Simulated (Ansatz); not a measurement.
# Alloy of GaN and ZnO (21 of 48 Ga sites, 21 of 48 N sites exchanged), 96 atoms

How does this alloy cell relax, and what gap do PBEsol and HSE06 give?

All numbers are computed with Ansatz 0.2.0 (PAW, plane waves).

## Step 1: The starting cell

96 atoms (21 Zn, 27 Ga, 21 O, 27 N); a = 9.611 Å, b = 11.097 Å, c = 10.397 Å, α = 90.00°, β = 90.00°, γ = 90.00°. All atoms were shaken off their sites by about 0.02 Å along each axis.

Steps to follow: (2) PBEsol cell relaxation at the single k point (½, ½, ½), on 1 × NVIDIA GB300 with 8 threads of Arm Neoverse-V2; (3) HSE06 single point at the Γ point alone, on 1 × NVIDIA GB300 with 8 threads of Arm Neoverse-V2.

## Step 2: Relaxing cell and atoms with PBEsol

File in.yaml:

```yaml
crystal:
  lattice:
    - [9.610513, 0.000000, 0.000000]
    - [0.000000, 11.097264, 0.000000]
    - [0.000000, 0.000000, 10.396669]
  atoms:
    - { symbol: Zn, position: [0.163804, 0.080906, 0.251520] }
    - { symbol: Zn, position: [0.167381, 0.083139, 0.749219] }
    - { symbol: Zn, position: [0.000087, 0.333870, 0.743537] }
    - { symbol: Zn, position: [0.832137, 0.081482, 0.249560] }
    - { symbol: Zn, position: [0.834960, 0.081555, 0.744969] }
    - { symbol: Zn, position: [0.664955, 0.332842, 0.751466] }
    - { symbol: Zn, position: [0.502669, 0.581431, 0.249430] }
    - { symbol: Zn, position: [0.832603, 0.580730, 0.752452] }
    - { symbol: Zn, position: [0.332124, 0.168001, 0.998196] }
    - { symbol: Zn, position: [0.000497, 0.667687, 0.000929] }
    - { symbol: Zn, position: [0.663809, 0.167447, 0.496090] }
    - { symbol: Zn, position: [0.664598, 0.165877, 0.001691] }
    - { symbol: Zn, position: [0.498538, 0.416200, 0.502239] }
    - { symbol: Zn, position: [0.172741, 0.917734, 0.496648] }
    - { symbol: Zn, position: [0.165914, 0.913846, 0.998164] }
    - { symbol: Zn, position: [0.833574, 0.414580, 0.498306] }
    - { symbol: Zn, position: [0.832254, 0.413725, 0.003607] }
    - { symbol: Zn, position: [0.668727, 0.669878, 0.499958] }
    - { symbol: Zn, position: [0.502968, 0.917212, 0.497393] }
    - { symbol: Zn, position: [0.835251, 0.920724, 0.499248] }
    - { symbol: Zn, position: [0.834962, 0.917119, 0.997811] }
    - { symbol: Ga, position: [0.997706, 0.332339, 0.249677] }
    - { symbol: Ga, position: [0.502861, 0.082708, 0.249162] }
    - { symbol: Ga, position: [0.498096, 0.084961, 0.749580] }
    - { symbol: Ga, position: [0.334935, 0.334319, 0.248233] }
    - { symbol: Ga, position: [0.331807, 0.333324, 0.750678] }
    - { symbol: Ga, position: [0.167317, 0.582843, 0.248314] }
    - { symbol: Ga, position: [0.166766, 0.583207, 0.748046] }
    - { symbol: Ga, position: [0.000139, 0.832792, 0.247437] }
    - { symbol: Ga, position: [0.003565, 0.832983, 0.750817] }
    - { symbol: Ga, position: [0.665416, 0.334748, 0.245676] }
    - { symbol: Ga, position: [0.498942, 0.582025, 0.748801] }
    - { symbol: Ga, position: [0.332987, 0.831404, 0.252995] }
    - { symbol: Ga, position: [0.332565, 0.833940, 0.751680] }
    - { symbol: Ga, position: [0.830449, 0.584081, 0.250323] }
    - { symbol: Ga, position: [0.666602, 0.834348, 0.252005] }
    - { symbol: Ga, position: [0.667988, 0.833192, 0.751467] }
    - { symbol: Ga, position: [0.998725, 0.165829, 0.504539] }
    - { symbol: Ga, position: [0.998945, 0.165759, 0.999349] }
    - { symbol: Ga, position: [0.333670, 0.166888, 0.497669] }
    - { symbol: Ga, position: [0.168597, 0.416485, 0.502070] }
    - { symbol: Ga, position: [0.170355, 0.417015, 0.999828] }
    - { symbol: Ga, position: [0.999058, 0.665628, 0.502365] }
    - { symbol: Ga, position: [0.502127, 0.418547, 0.001954] }
    - { symbol: Ga, position: [0.339140, 0.665916, 0.497585] }
    - { symbol: Ga, position: [0.332394, 0.666547, 0.999601] }
    - { symbol: Ga, position: [0.667680, 0.665727, 0.999744] }
    - { symbol: Ga, position: [0.494635, 0.915061, 0.995609] }
    - { symbol: O, position: [0.003156, 0.167320, 0.186551] }
    - { symbol: O, position: [0.998399, 0.671079, 0.686772] }
    - { symbol: O, position: [0.666342, 0.166720, 0.688506] }
    - { symbol: O, position: [0.163537, 0.919679, 0.690144] }
    - { symbol: O, position: [0.831254, 0.415665, 0.189515] }
    - { symbol: O, position: [0.834170, 0.416777, 0.689250] }
    - { symbol: O, position: [0.666723, 0.668997, 0.689988] }
    - { symbol: O, position: [0.829488, 0.917410, 0.186898] }
    - { symbol: O, position: [0.837351, 0.914509, 0.690947] }
    - { symbol: O, position: [0.164475, 0.083264, 0.939049] }
    - { symbol: O, position: [0.000226, 0.333541, 0.436556] }
    - { symbol: O, position: [0.000649, 0.333908, 0.937633] }
    - { symbol: O, position: [0.500327, 0.083699, 0.437763] }
    - { symbol: O, position: [0.332364, 0.333163, 0.440895] }
    - { symbol: O, position: [0.165337, 0.582528, 0.437258] }
    - { symbol: O, position: [0.168434, 0.581154, 0.942142] }
    - { symbol: O, position: [0.831710, 0.083383, 0.440382] }
    - { symbol: O, position: [0.667188, 0.330106, 0.438868] }
    - { symbol: O, position: [0.667658, 0.333143, 0.942653] }
    - { symbol: O, position: [0.333251, 0.832465, 0.938699] }
    - { symbol: O, position: [0.829007, 0.583544, 0.440635] }
    - { symbol: N, position: [0.000154, 0.166652, 0.687121] }
    - { symbol: N, position: [0.331000, 0.165367, 0.186772] }
    - { symbol: N, position: [0.334081, 0.163862, 0.685077] }
    - { symbol: N, position: [0.165296, 0.414465, 0.186008] }
    - { symbol: N, position: [0.164444, 0.415452, 0.688358] }
    - { symbol: N, position: [0.002477, 0.666225, 0.189066] }
    - { symbol: N, position: [0.670571, 0.166674, 0.190160] }
    - { symbol: N, position: [0.501374, 0.413834, 0.184855] }
    - { symbol: N, position: [0.501087, 0.416309, 0.687550] }
    - { symbol: N, position: [0.331109, 0.668484, 0.187638] }
    - { symbol: N, position: [0.338478, 0.665870, 0.687234] }
    - { symbol: N, position: [0.165501, 0.918179, 0.186493] }
    - { symbol: N, position: [0.666821, 0.668846, 0.191916] }
    - { symbol: N, position: [0.503632, 0.920971, 0.187117] }
    - { symbol: N, position: [0.498201, 0.919595, 0.687135] }
    - { symbol: N, position: [0.167102, 0.083451, 0.438865] }
    - { symbol: N, position: [0.499753, 0.084378, 0.938990] }
    - { symbol: N, position: [0.329803, 0.333101, 0.937536] }
    - { symbol: N, position: [0.002829, 0.831026, 0.436546] }
    - { symbol: N, position: [0.000674, 0.832842, 0.935698] }
    - { symbol: N, position: [0.835866, 0.082879, 0.938140] }
    - { symbol: N, position: [0.502006, 0.581942, 0.436793] }
    - { symbol: N, position: [0.497302, 0.580922, 0.937569] }
    - { symbol: N, position: [0.334228, 0.836154, 0.439610] }
    - { symbol: N, position: [0.830728, 0.581568, 0.940784] }
    - { symbol: N, position: [0.665900, 0.835509, 0.439855] }
    - { symbol: N, position: [0.667189, 0.834903, 0.940311] }
kpoints:
  mp_grid: { grid: [1, 1, 1], shift: [0.5, 0.5, 0.5] }
hamiltonian:
  xc: pbesol
scf:
  occupations: { method: fermi_dirac, width: 0.01 }
relax:
  f_tol: 0.03
  max_steps: 80
  escape_saddle: false
  adjacent_minimum: "off"
  cell: { fix: [alpha, beta, gamma] }
output:
  forces: true
  eigenvalues: true
  populations: true
```

The runs that follow: Single point with HSE06.

Before running it: what results should come out? Wanted: for each run, top filled to lowest empty.

As calculated:

| level | time | k points | top filled to lowest empty (eV) |
| --- | --- | --- | --- |
| PBEsol, relaxation | 13 s (GPU) | (½, ½, ½) | 2.26 |
| HSE06 | 51 s (GPU) | Γ | 1.47 |

```
     quantity                                                                        value
   relaxation                                             9 recorded steps, 7.14 eV gained
largest shift                                                                0.22 Å (Zn18)
 relaxed cell  a = 9.582 Å, b = 11.166 Å, c = 10.471 Å, α = 90.00°, β = 90.00°, γ = 90.00°
   mean bonds                             Ga–N 1.915, Ga–O 1.963, N–Zn 1.958, O–Zn 2.067 Å
```

**Reading.** The relaxation lowers the energy by 7.14 eV; the largest shift is 0.22 Å (Zn18), while the volume changes by +1.0 %. The mean lengths of the listed bonds run from Ga–N 1.92 Å to O–Zn 2.07 Å. The relaxation ran on other k points, so part of any difference from the later rows can come from the mesh. With one k point the spacing samples only the states that fold onto it, so it can exceed the gap over the zone.
